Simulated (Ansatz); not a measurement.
Turn this script for Ansatz 0.2.0, Python API into the input file that the command-line program reads.

`tincl.py`:
```python
# -*- coding: utf-8 -*-
import warnings

import ansatz as az
import numpy as np

KMESH = (5, 4, 3)
ECUT = 530
FILLING = 'fixed'

warnings.simplefilter('ignore', az.DeckWarning)

xtal = (
    az.Lattice.orthorhombic(3.258, 3.937, 7.803)
    .space_group(59, hermann_mauguin='Pmmn', origin_choice=1)
    .atom('Ti', [0.0, 0.5, 0.1])
    .atom('N', [0.5, 0.5, 0.95])
    .atom('Cl', [0.5, 0.5, 0.33])
)

calculation = (
    xtal.calculation()
    .accuracy('medium')
    .kpoints(*KMESH, shift=0.5)
    .basis(ECUT, xc_grid=3)
    .functional(az.Functional.PBESOL)
    .occupations(FILLING)
    .dielectric()
)
result = calculation.run(threads=1, pin='off')
response = result.dielectric
eps = np.asarray(response.eps_inf)

print('eps_inf')
print(np.round(eps, 3) + 0.0)
for site, z in zip(result.lattice.sites, response.zstar_e):
    print(f'{site.symbol:2s} Z* trace/3 = {np.trace(z) / 3:+.3f} e')
print(f'charge neutrality missed by {response.zstar_sum_residual_pre_e:.4f} e before the sum rule')
```

```console
$ python tincl.py
RunWarning: field response: inside a basis, on 26×16×4 points, no mesh in reach settles it: take ε∞, Z* and everything formed from them with what they may err, as stated (eps_inf_uncertainty, zstar_uncertainty_e), and compare with field_mesh: kpoints on a denser kpoints.mp_grid
eps_inf
[[11.772  0.     0.   ]
 [ 0.    10.216  0.   ]
 [ 0.     0.     4.147]]
Ti Z* trace/3 = +5.425 e
Ti Z* trace/3 = +5.425 e
N  Z* trace/3 = -4.294 e
N  Z* trace/3 = -4.294 e
Cl Z* trace/3 = -1.131 e
Cl Z* trace/3 = -1.131 e
charge neutrality missed by 0.0032 e before the sum rule
```
(Warnings from the package without file and line.)

`input.yaml`:
```yaml
crystal:
  lattice:
    bravais: orthorhombic
    a: 3.258
    b: 3.937
    c: 7.803
  space_group: 59
  setting:
    hermann_mauguin: Pmmn
    origin_choice: 1
  atoms:
    - { symbol: Ti, position: [0.0, 0.5, 0.1] }
    - { symbol: "N", position: [0.5, 0.5, 0.95] }
    - { symbol: Cl, position: [0.5, 0.5, 0.33] }
accuracy: medium
basis:
  ecutwfc: 530.0
  xc_grid: 3
kpoints:
  mp_grid:
    grid: [5, 4, 3]
    shift: [0.5, 0.5, 0.5]
hamiltonian:
  xc: pbesol
scf:
  occupations:
    method: fixed
dielectric: {}
```

These settings explore the input space; cutoff and mesh may be short of convergence. The run is spin-unpolarised. The Fermi level of a run with fixed occupations marks the highest occupied state on its mesh, not mid-gap. Averages over directions belong to no single polarisation, least of all in layered crystals. Pressure is positive in compression. The mesh doesn't settle the field response to the digits printed. The starting cell is as deposited in a crystallographic database; the results hold for this polymorph, which needn't be the stable one. This is the electronic (clamped-ion) response; a semilocal gap that is too small tends to raise it. The typed mesh is that of the SCF; the response is solved on denser meshes that the run picks. The script silences the warnings on its input, which a real study should read. Run time: 11 min on 1 thread of Arm Neoverse V1, on a shared host, peak memory 2.1 GiB.

(A comment or docstring line of the script was reworded after the run, the code is as it ran; lines on the test bed's own set-up are left out of the output.)
